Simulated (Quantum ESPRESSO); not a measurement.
NbTe, 2 atoms in the cell. Symmetry: P-6m2, No. 187, hexagonal system. Conventional cell: a = 3.703 Å, b = 3.703 Å, c = 3.694 Å, α = 90.00°, β = 90.00°, γ = 120.00°. Te (site symmetry -6m2) has 6 Nb at 2.83 Å as nearest neighbours. Nb (site symmetry -6m2) is surrounded by 6 Te at 2.83 Å. The cell comes from a database or a generator and needn't be the stable form of this composition.

* Program: Quantum ESPRESSO 7.5
* Task: projected density of states
* Functional: PBEsol
* Potentials or basis: GBRV 1.5 PBEsol
* Cutoff: 612 eV
* Density cutoff: 4898 eV
* k mesh: 8 × 8 × 7
* Occupations: fermi-dirac, width 0.05 eV
* Spin: no spin polarisation
* Hubbard terms: Nb d U = 6 eV
* Hubbard projectors: atomic
* Mixing beta: 0.3
* Most SCF iterations: 120
* SCF threshold: 4e-10 Ry
* Dos occupations: tetrahedra_opt

Potentials or basis: GBRV 1.5 PBEsol.

The run is started by

```sh
$ OMP_NUM_THREADS=1 mpirun -n 2 pw.x -nk 2 -in pw.in > pw.out
$ OMP_NUM_THREADS=1 mpirun -n 2 pw.x -nk 2 -in nscf.in > nscf.out
$ OMP_NUM_THREADS=1 mpirun -n 1 projwfc.x -in projwfc.in > projwfc.out
```

Hardware: 2 MPI ranks on Intel(R) Xeon(R) 6975P-C (Granite Rapids), with other jobs on the host.

Q: How long does it take, and how much memory?

A: It took 23 s on 2 MPI ranks on Intel(R) Xeon(R) 6975P-C (Granite Rapids) (shared host), peak memory 0.3 GiB a rank. Counts: scf iterations 13, k pools 2, bands 19, k points 40, g dense 34075.
